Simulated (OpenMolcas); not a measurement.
# C9H20 (2,2,3,4-tetramethylpentane) at TM/6-31G

What is the vertical ionisation energy of C9H20 (2,2,3,4-tetramethylpentane) at TM/6-31G? 

The results are computed with OpenMolcas 26.06.

## (1) The system as given

The species is C9H20 (29 atoms), meant as a singlet with charge 0. As SMILES, `CC(C)C(C)C(C)(C)C`. The shape is that of a GFN2-xTB optimisation. This is one conformer, not always the lowest.

Some bond lengths: C1–C2 1.530 Å, C2–C3 1.530 Å, C2–C4 1.550 Å, C4–C5 1.530 Å, C4–C6 1.555 Å, C6–C7 1.535 Å, C6–C8 1.530 Å, C6–C9 1.535 Å, C1–H10 1.085 Å, C1–H11 1.087 Å, C1–H12 1.089 Å, C2–H13 1.093 Å, C3–H14 1.088 Å, C3–H15 1.088 Å, C3–H16 1.088 Å, C4–H17 1.097 Å. Some angles: C1–C2–C3 108.9°, C1–C2–C4 114.9°, C3–C2–C4 109.9°, C2–C4–C5 111.2°, C2–C4–C6 114.2°, C5–C4–C6 113.1°, C4–C6–C7 109.9°, C4–C6–C8 113.2°, C4–C6–C9 109.4°, C7–C6–C8 108.3°.

## (2) Energy and gradient at TM/6-31G

File job.inp:

```
>>> EXPORT MOLCAS_PRINT=2
&GATEWAY
BASLIB=$CurrDir
COORD
29
bohr
C      0.53507595    -1.85578664    -4.06803233
C     -0.20184165    -2.36812919    -1.31987921
C     -2.19867745    -4.45895997    -1.26137329
C     -1.16414688    -0.02830810     0.15728191
C     -2.66931374     1.74775100    -1.55845713
C      0.91389045     1.35279824     1.71086355
C     -0.18995527     3.74112860     2.93134316
C      3.20193305     2.12280494     0.12058342
C      1.81062219    -0.36738166     3.86675760
H      1.85601341    -0.29579883    -4.22523864
H     -1.11578879    -1.43216674    -5.21296069
H      1.43216674    -3.53189813    -4.85531113
H      1.47476116    -3.10062483    -0.36046526
H     -3.95725658    -3.81067052    -2.10666668
H     -2.58629807    -5.04651362     0.67028586
H     -1.55029352    -6.10164220    -2.31487671
H     -2.50056120    -0.74704653     1.57009785
H     -4.00990435     0.66461668    -2.67694823
H     -3.74715683     3.09616508    -0.44818634
H     -1.44836169     2.78562638    -2.84105205
H      1.15076762     4.51667220     4.28431148
H     -0.57455233     5.18924463     1.52844828
H     -1.93167804     3.31049781     3.93548694
H      4.19296212     0.47813850    -0.60595958
H      4.52047055     3.19505445     1.27953356
H      2.63873797     3.31234975    -1.45656310
H      3.21897838     0.60592178     5.00533648
H      2.66324772    -2.09816292     3.16449757
H      0.23614018    -0.87569909     5.08714273
BASIS=6-31G
GROUP=NoSym
&SEWARD
&SCF
KSDFT=2
1.0 MGGA_X_TM
1.0 MGGA_C_TM
PRORBITALS=1 1
&ALASKA
```

The basis set 6-31G is read from a file made from the Basis Set Exchange's data (not shown).

Started as:

```bash
export MOLCAS_MEM=1860
pymolcas job.inp > job.log
```

Log:

```text
--- Start Module: gateway ---
[...]
--- Stop Module: gateway /rc=_RC_ALL_IS_WELL_ ---
[...]
      Basis functions          121
[...]
--- Start Module: scf ---
[...]
       Convergence after  11 Iterations
[...]
::    Total KS-DFT energy                            -354.7310919831
[...]
      Total spin, S                                     0.0000000000
[...]
      Total electronic charge=   74.000000
      Total            charge=   -0.000000
[...]
      Dipole Moment (debye):
      Origin of the operator (angstrom)=    0.0017   -0.0052    0.0263
                   X=  3.7599E-02               Y=  4.4990E-03               Z=  4.5810E-02           Total=  5.9435E-02
      Quadrupole Moment (debye*angstrom):
[...]
--- Stop Module: scf /rc=_RC_ALL_IS_WELL_ ---
[...]
--- Start Module: alaska ---
[...]
 *              Molecular gradients               *
 **************************************************
  Irreducible representation: a
 ------------------------------------------------------------------------------------------
                              X                       Y                       Z
 ------------------------------------------------------------------------------------------
  C1               -1.81112683643359E-03    2.36530657171219E-04   -3.20987949758056E-03
  C2                1.85987731307202E-03    6.41071805809634E-04   -4.47434422978787E-06
  C3               -3.58364332811067E-03   -2.00257120268610E-04   -1.21698294771366E-03
  C4               -2.45304213227193E-03   -2.07234744686258E-03    2.26057514381983E-03
  C5                1.00947416020958E-04    2.28337287728175E-03   -3.70886045857999E-03
  C6                3.60330751922877E-05   -9.77988814001574E-05   -2.49100911444122E-03
  C7               -1.06465256210769E-03    1.96124047568347E-03    1.67146883259717E-03
  C8                2.99594627259303E-03    1.61347189021166E-03   -6.79422859001716E-04
[...]
--- Stop Module: alaska /rc=_RC_ALL_IS_WELL_ ---
[...]
```

Wall time 1.8 min (1 thread of Arm Neoverse V2, shared host); peak memory 0.78 GiB.

## (3) The doublet cation, same level

File job.input:

```
* C9H20 Kohn-Sham DFT

&GATEWAY
 BasLib = $CurrDir
 Coord
 29
 bohr
 C      0.53507595    -1.85578664    -4.06803233
 C     -0.20184165    -2.36812919    -1.31987921
 C     -2.19867745    -4.45895997    -1.26137329
 C     -1.16414688    -0.02830810     0.15728191
 C     -2.66931374     1.74775100    -1.55845713
 C      0.91389045     1.35279824     1.71086355
 C     -0.18995527     3.74112860     2.93134316
 C      3.20193305     2.12280494     0.12058342
 C      1.81062219    -0.36738166     3.86675760
 H      1.85601341    -0.29579883    -4.22523864
 H     -1.11578879    -1.43216674    -5.21296069
 H      1.43216674    -3.53189813    -4.85531113
 H      1.47476116    -3.10062483    -0.36046526
 H     -3.95725658    -3.81067052    -2.10666668
 H     -2.58629807    -5.04651362     0.67028586
 H     -1.55029352    -6.10164220    -2.31487671
 H     -2.50056120    -0.74704653     1.57009785
 H     -4.00990435     0.66461668    -2.67694823
 H     -3.74715683     3.09616508    -0.44818634
 H     -1.44836169     2.78562638    -2.84105205
 H      1.15076762     4.51667220     4.28431148
 H     -0.57455233     5.18924463     1.52844828
 H     -1.93167804     3.31049781     3.93548694
 H      4.19296212     0.47813850    -0.60595958
 H      4.52047055     3.19505445     1.27953356
 H      2.63873797     3.31234975    -1.45656310
 H      3.21897838     0.60592178     5.00533648
 H      2.66324772    -2.09816292     3.16449757
 H      0.23614018    -0.87569909     5.08714273
 Basis = 6-31G
 Group = NoSym

&SEWARD

&SCF
 UHF
 Charge = 1
 Spin = 2
 KSDFT = 2
 1.0 MGGA_X_TM
 1.0 MGGA_C_TM
 PrOrbitals = 1 1

&ALASKA
```

The basis set 6-31G is read from a file made from the Basis Set Exchange's data (not shown).

Started as:

```bash
export MOLCAS_MEM=1860
pymolcas job.input > job.log
```

Log:

```text
--- Start Module: gateway ---
[...]
--- Stop Module: gateway /rc=_RC_ALL_IS_WELL_ ---
[...]
      Basis functions          121
[...]
--- Start Module: scf ---
[...]
       Convergence after  29 Iterations
[...]
::    Total KS-DFT energy                            -354.3911425357
[...]
      Total spin, S                                     0.5005983044
[...]
      Total electronic charge=   73.000000
      Total            charge=    1.000000
[...]
      Dipole Moment (debye):
      Origin of the operator (angstrom)=    0.0017   -0.0052    0.0263
                   X= -2.3960E-01               Y= -1.7444E-01               Z=  9.5895E-02           Total=  3.1150E-01
      Center of Charge (angstrom)
[...]
--- Stop Module: scf /rc=_RC_ALL_IS_WELL_ ---
[...]
--- Start Module: alaska ---
[...]
 *              Molecular gradients               *
 **************************************************
  Irreducible representation: a
 ------------------------------------------------------------------------------------------
                              X                       Y                       Z
 ------------------------------------------------------------------------------------------
  C1                1.91917001160724E-02    5.43381707452406E-03   -3.48476023569928E-02
  C2               -3.19754489943209E-02    1.76304993276588E-03    3.73444711087676E-02
  C3                8.82728924009157E-03   -2.89795654779867E-02   -1.44575662373929E-02
  C4                3.64501387088283E-02   -2.95206003494227E-02    5.64640513106740E-03
  C5               -1.97321781483666E-02    2.44908910877459E-02   -1.47988038726563E-02
  C6               -5.78825257659230E-02    3.22941925499936E-02    2.47009693162603E-04
  C7                1.90009229824392E-02    6.84487880159779E-03    4.69266721314954E-03
  C8                3.83269300251348E-02    9.91093247774133E-03   -9.50058030024253E-03
[...]
--- Stop Module: alaska /rc=_RC_ALL_IS_WELL_ ---
[...]
```

Wall time 3.6 min (1 thread of Arm Neoverse V2, shared host); peak memory 0.78 GiB.

## (4) Outcome

Level: TM/6-31G.

```
                                          quantity          value
                       singlet C9H20: total energy  -354.73109 Eh
                      singlet C9H20: dipole moment         0.06 D
                        singlet C9H20: HOMO energy       -6.71 eV
                        singlet C9H20: LUMO energy        1.59 eV
                      singlet C9H20: HOMO–LUMO gap        8.31 eV
           singlet C9H20: largest force on an atom     0.490 eV/Å
                      doublet cation: total energy  -354.39114 Eh
doublet cation: HOMO energy (highest over α and β)      -11.98 eV
 doublet cation: LUMO energy (lowest over α and β)      -11.75 eV
                              doublet cation: ⟨S²⟩          0.751
          doublet cation: largest force on an atom     3.408 eV/Å
vertical ionisation energy (to the doublet cation)       9.250 eV
```

In words: Removing an electron at fixed nuclei costs 9.25 eV (893 kJ/mol). The largest force (singlet C9H20) is 0.49 eV/Å: the shape isn't a stationary point for this species at this level. −ε(HOMO) before ionisation, 6.71 eV, is 2.54 eV below this ionisation energy.
